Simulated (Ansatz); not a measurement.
# quartet InCl2O: levels of theory compared

Wanted: a comparison of 3 runs (U-wB97M-V/def2-SVPD, UBHLYP/def2-SVPD, UCCSD(T)/def2-SVPD) of quartet InCl2O. 

The calculation is run with Ansatz 0.2.0.

34 further runs of the same task are left out: 1 that didn't finish, 33 set aside as unsound or not needed. Runs told in other sessions of the task aren't counted.

## (1) The system as given

The species is InCl2O (4 atoms), meant as a quartet with charge 0. SMILES of the parent species: `[O][In]([Cl])[Cl]`. The coordinates come from a PBE0-D4/def2-TZVP relaxation. That shape belongs to the parent species and isn't relaxed for this state.

Bond lengths: O1–In2 1.989 Å, In2–Cl3 2.293 Å, In2–Cl4 2.293 Å. Angles: O1–In2–Cl3 119.2°, O1–In2–Cl4 119.2°, Cl3–In2–Cl4 121.6°.

## (2) A single-point energy at U-wB97M-V/def2-SVPD (core potential) (run 1)

job.yaml

```yaml
crystal:
  periodic: [false, false, false]
  atoms:
    - {symbol: O, position_ang: [0.606300, 1.014000, 1.667600]}
    - {symbol: In, position_ang: [0.031700, 0.016000, 0.045400]}
    - {symbol: Cl, position_ang: [0.741600, -2.145000, -0.248200]}
    - {symbol: Cl, position_ang: [-1.324100, 1.054700, -1.485200]}
basis:
  gaussian: {orbitals: def2-SVPD}
magnetization: {spin_polarized: true, initial_magnetization: 3}
hamiltonian: {xc: {name: wB97M-V}}
accuracy: high
output: {orbitals: {seedname: orbitals}}
```

Run with:

```sh
$ ansatz run job.yaml --threads 1 --pin off --max-ram 3480MiB --events-out events.jsonl --progress --plain --runs-dir runs
```

The program printed:

```text
Warning: RAYON_NUM_THREADS=1 ignored (pool sized by the plan → 1); use --threads N
Functional definition: wB97M-V
  name "wB97M-V"
  parameter omega = 0.3/bohr
  parameter cx = 0.15
  parameter cx01 = 1.007
  parameter cx10 = 0.259
  parameter css00 = 0.443
  parameter css04 = -1.437
  parameter css10 = -4.535
  parameter css20 = -3.390
  parameter css43 = 4.278
  parameter cos00 = 1.000
  parameter cos10 = 1.358
  parameter cos20 = 2.924
  parameter cos21 = -8.812
  parameter cos60 = -1.390
  parameter cos61 = 9.142
  parameter b = 6.0
  parameter c = 0.01
  gx(w, u) = 1 - cx + cx01*u + cx10*w
  gss(w, u) = css00 + css04*u^4 + css10*w + css20*w^2 + css43*w^4*u^3
  gos(w, u) = cos00 + cos10*w + (cos20 + cos21*u)*w^2 + (cos60 + cos61*u)*w^6
  exchange = spin_sum(e_x_unif_sr(omega)*gx(b97_w, b97_u_x)) + cx*exact_x_sr(omega) + exact_x_lr(omega)
  correlation = spin_sum(e_c_pw_mod_same_spin*gss(b97_w, b97_u_same))
      + integral(e_c_pw_mod_opposite_spin*gos(b97_w_opposite, b97_u_opposite)) + vv10(b, c)
2170 factors; integrals over basis functions are off by at most 3.0e-9 eV
576 factors; integrals over basis functions are off by at most 1.2e-9 eV
mean field evaluation 1: about -32233.5669 eV, gradient 5.0e1 eV
mean field evaluation 2: about -32064.6941 eV, gradient 1.3e2 eV
mean field evaluation 4: about -32246.5601 eV, gradient 1.3e1 eV
mean field evaluation 8: about -32246.3903 eV, gradient 2.0e1 eV
mean field evaluation 16: about -32249.6397 eV, gradient 5.5e-3 eV
mean field evaluation 32: about -32249.8903 eV, gradient 1.8e-8 eV
mean field -32249.89025024 eV, -1185.1616069356 hartree, gradient 2.2e-8 eV, S^2 3.761802; 6 other end points of the search recorded, 0 dependent functions left out
reference -32249.89025279 eV, -1185.1616070292 hartree; 33, 30 occupied and 76, 79 virtual orbitals, 2170 factors
Total energy: -32249.89025279 eV, -1185.1616070292 hartree
```

It took 4.8 min on 1 thread of Arm Neoverse V2, shared host; peak memory 1.4 GiB.

## (3) A single-point energy at UBHLYP/def2-SVPD (core potential) (run 2)

in.yaml

```yaml
crystal:
  periodic: [false, false, false]
  atoms:
    - {symbol: O, position_ang: [0.606300, 1.014000, 1.667600]}
    - {symbol: In, position_ang: [0.031700, 0.016000, 0.045400]}
    - {symbol: Cl, position_ang: [0.741600, -2.145000, -0.248200]}
    - {symbol: Cl, position_ang: [-1.324100, 1.054700, -1.485200]}
basis:
  gaussian:
    orbitals: def2-SVPD
magnetization:
  spin_polarized: true
  initial_magnetization: 3
hamiltonian:
  xc: {name: BHLYP}
accuracy: high
output: {orbitals: {seedname: orbitals}}
```

Run with:

```sh
$ ansatz run in.yaml --threads 1 --pin off --max-ram 3480MiB --events-out events.jsonl --progress --plain --runs-dir runs
```

The program printed:

```text
Warning: RAYON_NUM_THREADS=1 ignored (pool sized by the plan → 1); use --threads N
Functional definition: BHLYP
  name "BHLYP"
  parameter a = 0.5
  exchange = (1 - a)*b88_x + a*exact_x
  correlation = lyp_c
2170 factors; integrals over basis functions are off by at most 3.0e-9 eV
mean field evaluation 1: about -32227.9871 eV, gradient 5.3e1 eV
mean field evaluation 2: about -32021.9831 eV, gradient 1.2e2 eV
mean field evaluation 4: about -32235.6872 eV, gradient 4.8e1 eV
mean field evaluation 8: about -32243.4940 eV, gradient 3.2e1 eV
mean field evaluation 16: about -32250.1233 eV, gradient 1.8e-8 eV
mean field evaluation 32: about -32249.7596 eV, gradient 4.7e0 eV
mean field -32250.12328404 eV, -1185.1701707700 hartree, gradient 9.8e-8 eV, S^2 3.762717; 4 other end points of the search recorded, 0 dependent functions left out
reference -32250.12330670 eV, -1185.1701716026 hartree; 33, 30 occupied and 76, 79 virtual orbitals, 2170 factors
Total energy: -32250.12330670 eV, -1185.1701716026 hartree
```

Wall time 39 s (1 thread of Arm Neoverse V2, shared host); peak memory 0.64 GiB.

## (4) The energy at UCCSD(T)/def2-SVPD (core potential) (run 3)

in.yaml, as its differences from that of step 3:

```diff
@@ -13,5 +13,7 @@
   initial_magnetization: 3
-hamiltonian:
-  xc: {name: BHLYP}
+correlation:
+  method: ccsd_t
+  frozen_orbitals: {Cl: 5, In: 4, O: 1}
 accuracy: high
-output: {orbitals: {seedname: orbitals}}
+scf:
+  omitted_lower_state_checks: [cluster_reference, increment]
```

Run with:

```sh
$ ansatz run in.yaml --threads 1 --pin off --max-ram 3480MiB --events-out events.jsonl --progress --plain --runs-dir runs
```

The program printed:

```text
Warning: RAYON_NUM_THREADS=1 ignored (pool sized by the plan → 1); use --threads N
[... 17 lines left out ...]
15 core orbitals not correlated: weight in the atoms' cores, before any rotation towards them, 1.000 or more for the frozen orbitals, at most 0.000 for the correlated occupied ones
[... 49 lines left out ...]
Total energy: -32196.31333413 eV, -1183.1926915841 hartree
Checks for a lower state left out: cluster_reference, increment
```

Wall time 5.2 min (1 thread of Arm Neoverse V2, shared host); peak memory 1.8 GiB.

## (5) Overview of the runs

| run | level | frozen core orbitals | energy (Eh) | HOMO energy (eV) | ⟨S²⟩ | wall time |
| --- | --- | --- | --- | --- | --- | --- |
| 1 | U-wB97M-V/def2-SVPD (core potential) | – | -1185.161607 | -6.87 | 3.762 | 4.8 min |
| 2 | UBHLYP/def2-SVPD (core potential) | – | -1185.170172 | -5.74 | 3.763 | 39 s |
| 3 | UCCSD(T)/def2-SVPD (core potential) | 15 | -1183.192692 | – | 3.767 | 5.2 min |

## (6) Results

| quantity | value |
| --- | --- |
| run 3: total energy | -1183.19269 Eh |
| run 3: correlation energy (15 core orbitals frozen) | -539.0 mEh |
| run 3: (T) correction | -15.84 mEh |
| run 3: ⟨S²⟩ of the reference determinant | 3.767 |
| run 3: T1 diagnostic | 0.019 |

**Reading.** Totals of different functionals can't be ranked against each other. All runs together took 11 min, the longest 5.2 min.
